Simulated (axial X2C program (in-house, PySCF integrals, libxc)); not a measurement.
# BrNi⁺ in the non-relativistic limit (speed of light times 100): from the state search to constants

Aim: find the lowest determinant of BrNi⁺, scan the bond at several levels and fit the constants.

The runs use an in-house X2C program for linear molecules on PySCF integrals; all-electron X2C, Br dyall-v3z, Ni dyall-v3z.

All values are calculated.

## (1) Set-up

The input, task.json:

```json
{"zs": [35, 28], "q": 1, "bas": ["dyall-v3z", "dyall-v3z"], "levels": ["PBE0", "HF", "PBEsol", "BP86"], "cc": false, "r0": 2.24, "npts": 10, "nst": 2, "ntry": 6, "opt": {"cfac": 100}}
```

Keys: zs atomic numbers; q charge; bas basis sets; levels methods (HF also brings MP2); cc coupled cluster on or off; r0 starting distance in Å; npts points asked for on the curve; nst determinants followed; ntry starts of the search; cfac factor on the speed of light (100 gives the non-relativistic limit).

Started as:

```console
$ python so2c.py task.json out
```

The Hamiltonian is the X2C one with the speed of light multiplied by 100, which is the non-relativistic limit. Basis: Br dyall-v3z contracted to [8s8p5d1f], Ni dyall-v3z contracted to [9s8p5d3f2g]; Gaussian nuclei, density fitting. Masses: Br 78.918 u, Ni 57.935 u.

Notation: σ, π±, δ± give the projection m of an orbital's angular momentum (0, ±1, ±2), α and β its spin, Λ and M_S the sums; ω is the projection of a spinor's total angular momentum and Ω the sum. Logs are in hartree.

The results follow Hamiltonian by Hamiltonian and level by level.

## (2) Search for the lowest determinant

PBE0 moves the distance from 2.240 Å to 2.136 Å and compares determinants there.

Spin-free determinants:

```
ΔE (eV)           state                                         open shells
   0.00  M_S = 1, Λ = 0                      beyond closed shells: π+α, π-α
   0.28  M_S = 1, Λ = 1             beyond closed shells: σα, π+α, π+β, π-α
   0.47  M_S = 1, Λ = 3  beyond closed shells: π+α, π+β, π-α, δ+α, δ+β, δ-α
   0.50  M_S = 0, Λ = 1             beyond closed shells: σβ, π+α, π+β, π-α
   0.57  M_S = 1, Λ = 1  beyond closed shells: π+α, π-α, π-β, δ+α, δ+β, δ-α
   1.10  M_S = 0, Λ = 2                      beyond closed shells: π+α, π+β
   1.10  M_S = 0, Λ = 0                      beyond closed shells: π+β, π-α
```

## (3) PBE0, non-rel.

State followed: M_S = 1, Λ = 0 (beyond closed shells: π+α, π-α). The scan is laid around 2.136 Å, a first estimate of the minimum, and this SCF restarts from the orbitals of the search.

Output at 2.136 Å:

```text
spin-free X2C-1e  PBE0
basis functions 161  fitting functions 1083  grid points 5803
iter        total energy     max residual
   1      -4081.727159862     2.69e-05
   2      -4081.727159874     2.36e-05
   3      -4081.727159885     1.45e-05
   4      -4081.727159885     9.16e-06
converged
one-electron -6147.01211052  Coulomb 1976.27511606  exact exchange -37.76038509  xc functional -116.01707749  nuclear repulsion 242.78729714
```

Along the bond, energies from the lowest point:

| R (Å) | E (eV) | μ (D) | HOMO (eV) | LUMO (eV) | iterations |
| --- | --- | --- | --- | --- | --- |
| 1.858 | 0.9781 | 4.42 | -15.22 | -10.79 | 27 |
| 1.944 | 0.4037 | 4.79 | -15.29 | -10.84 | 19 |
| 2.008 | 0.1594 | 5.07 | -15.25 | -10.89 | 15 |
| 2.072 | 0.0340 | 5.33 | -15.14 | -10.94 | 14 |
| 2.136 | 0.0000 | 5.60 | -14.94 | -11.00 | 4 |
| 2.211 | 0.0469 | 5.89 | -14.68 | -11.06 | 14 |
| 2.285 | 0.1614 | 6.16 | -14.44 | -11.13 | 12 |
| 2.382 | 0.3753 | 6.49 | -14.17 | -11.20 | 13 |
| 2.499 | 0.6965 | 6.86 | -13.89 | -11.27 | 13 |
| 2.670 | 1.2070 | 7.33 | -13.53 | -11.33 | 13 |

Dipoles are positive if Ni is the positive end and refer to the centre of mass.

Outer orbitals at the reference distance:

| symmetry | occupied | ε (eV) | atomic character |
| --- | --- | --- | --- |
| σα | yes | -28.09 | 78% Br s, 9% Ni p, 7% Ni d |
| σβ | yes | -27.45 | 77% Br s, 9% Ni p, 7% Ni d |
| π-α | yes | -19.38 | 96% Ni d, 3% Br p |
| π+α | yes | -19.38 | 96% Ni d, 3% Br p |
| σα | yes | -18.88 | 80% Ni d, 16% Br p, 3% Br s |
| σβ | yes | -18.18 | 72% Ni d, 22% Br p, 4% Br s |
| δ-α | yes | -17.57 | 100% Ni d |
| δ+α | yes | -17.57 | 100% Ni d |
| δ-β | yes | -16.39 | 100% Ni d |
| δ+β | yes | -16.39 | 100% Ni d |
| σα | yes | -15.68 | 61% Br p, 17% Ni d, 16% Ni s |
| σβ | yes | -15.36 | 55% Br p, 23% Ni d, 16% Ni s |
| π+α | yes | -15.02 | 88% Br p, 6% Ni d, 4% Ni p |
| π-α | yes | -15.02 | 88% Br p, 6% Ni d, 4% Ni p |
| π-β | yes | -14.94 | 65% Br p, 30% Ni d, 4% Ni p |
| π+β | yes | -14.94 | 65% Br p, 30% Ni d, 4% Ni p |
| π-β | no | -11.00 | 71% Ni d, 25% Br p, 2% Ni p |
| π+β | no | -11.00 | 71% Ni d, 25% Br p, 2% Ni p |
| σα | no | -9.28 | 61% Ni s, 28% Ni p, 7% Br p |
| σβ | no | -8.89 | 61% Ni s, 27% Ni p, 7% Br p |

PBE0 fields in the half plane through the axis: z from -2.4 to 4.5 Å across, distance from the axis 0.15 to 2.25 Å upwards; Br lies at z = 0 and Ni at z = 2.136 Å; the ELF is damped to zero where the density is low.

log10 density (e/bohr³). Ten even steps from '0' (-5.99 ) to '9' (1.45 ):
```
112223333333333332221100
122333444444444333322110
223344455554444444332210
233445555555555554433211
234455666666555655443221
234556667666666766543321
334556778776667887654322
334566799976678987654322
```

ELF. Ten even steps from '0' (0.00 ) to '9' (0.84 ):
```
000000000000000000000000
000001233221100000000000
000024566554211000000000
000246888876421110000000
001478999998521210000000
002589975799412431000000
003799624258316973100000
014799282828259578310000
```

Re = 2.132 Å, ωe = 373 cm⁻¹, ωexe = 1 cm⁻¹, Be = 0.111 cm⁻¹, De = 2.13 eV, μ = 5.58 D.

## (4) HF, non-rel.

The SCF at the reference distance of 2.136 Å:

```text
spin-free X2C-1e  HF
basis functions 161  fitting functions 1083  grid points 5803
iter        total energy     max residual
   1      -4078.991237667     2.07e-01
   2      -4079.059200570     3.02e-02
   3      -4079.071730123     9.86e-02
   4      -4079.084713757     1.76e-02
   5      -4079.086485760     4.23e-03
   6      -4079.087148581     4.01e-03
   7      -4079.087249998     1.60e-03
   8      -4079.087278853     4.33e-04
   9      -4079.087283294     3.32e-04
  10      -4079.087284486     1.57e-04
  11      -4079.087284930     5.25e-05
  12      -4079.087285010     3.01e-05
  13      -4079.087285025     9.00e-06
  14      -4079.087285028     3.26e-06
  15      -4079.087285028     1.61e-06
converged
one-electron -6146.24907295  Coulomb 1975.70456990  exact exchange -151.33007912  xc functional 0.00000000  nuclear repulsion 242.78729714
```

No constants are quoted: the solution changes its character somewhere along the scan, so the fit is set aside.

## (5) PBEsol, non-rel.

Output at 2.136 Å:

```text
spin-free X2C-1e  PBEsol
basis functions 161  fitting functions 1083  grid points 5803
iter        total energy     max residual
   1      -4078.709317152     1.31e-01
   2      -4078.716535375     8.51e-02
   3      -4078.722163296     1.55e-02
   4      -4078.723582272     7.39e-03
   5      -4078.723856600     8.54e-04
   6      -4078.723863176     4.45e-04
   7      -4078.723866710     1.17e-04
   8      -4078.723866807     6.32e-05
   9      -4078.723866820     2.58e-05
  10      -4078.723866822     3.90e-06
converged
one-electron -6146.35634130  Coulomb 1975.52459233  exact exchange 0.00000000  xc functional -150.67941500  nuclear repulsion 242.78729714
```

Re = 2.119 Å, ωe = 359 cm⁻¹, ωexe = 1.23 cm⁻¹, Be = 0.1124 cm⁻¹, De = 3.26 eV, μ = 4.20 D.

## (6) BP86, non-rel.

The SCF at the reference distance of 2.136 Å:

```text
spin-free X2C-1e  BP86
basis functions 161  fitting functions 1083  grid points 5803
iter        total energy     max residual
   1      -4082.782222209     1.10e-01
   2      -4082.788126795     7.11e-02
   3      -4082.793803715     1.07e-02
   4      -4082.794682900     4.37e-03
   5      -4082.794826415     1.14e-03
   6      -4082.794833034     5.70e-04
   7      -4082.794837056     7.15e-05
   8      -4082.794837079     4.99e-05
   9      -4082.794837088     1.39e-05
converged
one-electron -6146.85379758  Coulomb 1976.06972792  exact exchange 0.00000000  xc functional -154.79806456  nuclear repulsion 242.78729714
```

Re = 2.146 Å, ωe = 344 cm⁻¹, ωexe = 1.21 cm⁻¹, Be = 0.1095 cm⁻¹, De = 2.94 eV, μ = 4.33 D.

## (7) MP2, non-rel.

Correlated methods: 16 electrons correlated (frozen shells, counted by type: Br 3 s, 2 p, 1 d; Ni 3 s, 2 p), 250 virtual spinors in MP2.

MP2: No constants are quoted: the reference changes its character somewhere along the scan, so the fit is set aside.

## (8) A higher determinant, non-rel.

State: M_S = 1, Λ = 1 (beyond closed shells: σα, π+α, π+β, π-α).

Output at the reference distance:

```text
spin-free X2C-1e  PBE0
basis functions 161  fitting functions 1083  grid points 5803
iter        total energy     max residual
   1      -4081.716918516     5.06e-05
   2      -4081.716918537     3.84e-05
   3      -4081.716918543     3.22e-05
   4      -4081.716918545     2.48e-05
   5      -4081.716918547     2.36e-06
converged
one-electron -6147.90891104  Coulomb 1977.21419630  exact exchange -37.76804991  xc functional -116.04145104  nuclear repulsion 242.78729714
```

```
R (Å)  E above the lowest PBE0 point (eV)
1.858                               1.477
1.944                               0.825
2.008                               0.531
2.072                               0.359
2.136                               0.279
2.211                               0.269
2.285                               0.321
2.382                               0.442
2.499                               0.626
```

Re = 2.182 Å, ωe = 323 cm⁻¹, ωexe = 1.93 cm⁻¹, Be = 0.106 cm⁻¹, μ = 5.33 D. Te = 0.26 eV.

## (9) The non-rel. curves together

Energy (eV) of the followed determinant, non-rel., from each level's lowest point:

```csv
R (Å),PBE0,HF (jumps),MP2 (its reference jumps),PBEsol,BP86
1.858,0.978,1.844,1.031,0.835,0.980
1.944,0.404,0.966,0.445,0.324,0.417
2.008,0.159,0.531,0.186,0.116,0.174
2.072,0.034,0.245,0.046,0.017,0.045
2.136,0.000,0.078,0.000,0.000,0.000
2.211,0.047,0.000,0.038,0.055,0.026
2.285,0.161,0.018,0.149,0.167,0.113
2.382,0.375,0.144,0.368,0.363,0.281
2.499,0.697,0.399,0.711,0.646,0.534
2.670,1.207,0.813,1.422,1.077,0.933
```

The whole job took 2.3 min on 1 thread of Arm Neoverse N1, shared host; peak memory 0.37 GiB.

## (10) What came out

Lowest determinant that the search found at its distance, non-rel.: M_S = 1, Λ = 0 (beyond closed shells: π+α, π-α).

```
Hamiltonian   level  Re (Å)  ωe (cm⁻¹)  De (eV)  μ (D)
   non-rel.    PBE0   2.132        373     2.13   5.58
   non-rel.  PBEsol   2.119        359     3.26   4.20
   non-rel.    BP86   2.146        344     2.94   4.33
```

Dipoles are positive if Ni is the positive end and refer to the centre of mass. No constants: non-rel. HF (the solution changes its character somewhere along the scan, so the fit is set aside); non-rel. MP2 (the reference changes its character somewhere along the scan, so the fit is set aside).

Time per point (s) on 1 thread of Arm Neoverse N1, shared host (non-rel. runs); the times are rough: PBE0 1.1, PBEsol 0.73, BP86 0.74.

What this shows: Bond lengths run from 2.119 Å (non-rel. PBEsol) to 2.146 Å (non-rel. BP86).

De refers to Br + Ni+, each in the lowest determinant found, which need not be this curve's own limit. Each curve is one determinant whose occupation by symmetry is held fixed; it was picked as the lowest of a PBE0 search that is not exhaustive. De is counted from the lowest determinant-based energies of the atoms at the same level, without counterpoise correction. With several unpaired electrons one determinant need not be a pure state. These are model numbers, with the speed of light changed.
